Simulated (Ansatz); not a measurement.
# Ga6GeTe: the cost of one run

Computed with Ansatz 0.2.0 (DFT PBE, scalar-relativistic, plane waves, PAW, unless a step names another level, unless a step's input says otherwise).

10 further runs of the same task are left out: 7 that didn't finish, 3 set aside as unsound or not needed. Runs told in other sessions of the task aren't counted.

## 1. The structure to begin with

The structure is trigonal, space group R-3 (No. 148). The conventional cell has a = 6.642 Å, b = 6.642 Å, c = 13.606 Å, α = 90.00°, β = 90.00°, γ = 120.00°. Ga (site symmetry 1) has 1 Ge at 2.69 Å and 3 Ga at 2.79 to 2.85 Å and 1 Te at 2.95 Å in its first shell of neighbours. Ge (site symmetry -3) is surrounded by 6 Ga at 2.69 Å. Te (site symmetry -3) has 6 Ga at 2.95 Å in its first shell of neighbours.

As a file:

```
Ga Ge Te
1.0
     3.32123    1.91751    4.53518
    -3.32123    1.91751    4.53518
     0.00000   -3.83503    4.53518
Ga Ge Te
6 1 1
Direct
  0.97350 0.77482 0.49131
  0.77482 0.49131 0.97350
  0.49131 0.97350 0.77482
  0.22518 0.50869 0.02650
  0.50869 0.02650 0.22518
  0.02650 0.22518 0.50869
  0.00000 0.00000 0.00000
  0.50000 0.50000 0.50000
```

It came out lowest among 23 distinct ends of the trial cells. At a tolerance of 0.05 Å it has space group R-3 (No. 148).

## 2. Relaxing to 0.001 eV/Å, on the response runs' mesh and smearing

Input file input.yaml:

```yaml
crystal:
  lattice:
    - [3.3212318119, 1.9175140806, 4.5351826294]
    - [-3.3212318119, 1.9175140806, 4.5351826294]
    - [0.0, -3.8350281613, 4.5351826294]
  atoms:
    - { symbol: Ga, position: [0.9734957943, 0.7748224388, 0.4913102401] }
    - { symbol: Ga, position: [0.7748224388, 0.4913102401, 0.9734957943] }
    - { symbol: Ga, position: [0.4913102401, 0.9734957943, 0.7748224388] }
    - { symbol: Ga, position: [0.2251775612, 0.5086897599, 0.0265042057] }
    - { symbol: Ga, position: [0.5086897599, 0.0265042057, 0.2251775612] }
    - { symbol: Ga, position: [0.0265042057, 0.2251775612, 0.5086897599] }
    - { symbol: Ge, position: [0.0, 0.0, 0.0] }
    - { symbol: Te, position: [0.5, 0.5, 0.5] }
basis:
  ecutwfc: 420
kpoints:
  mp_grid: { grid: [6, 6, 6] }
hamiltonian:
  xc: pbe
scf:
  occupations: { method: gaussian, width: 0.1 }
output:
  forces: true
  stress: true
  eigenvalues: true
  write_density: true
  write_potential: true
  elf: true
  volumetric_format: npy
relax:
  adjacent_minimum: "off"
  f_tol: 0.001
  max_steps: 60
  cell: { stress_tol: 0.01 }
```

Run with:

```sh
$ ansatz run input.yaml --threads 3 --pin off --max-ram 7680MiB --backend cpu --events-out ev --progress --plain --runs-dir out
```

Q: Estimate wall time and peak memory on 3 threads of Arm Neoverse V2, shared host.

About 31 s, with a peak of 0.76 GiB.
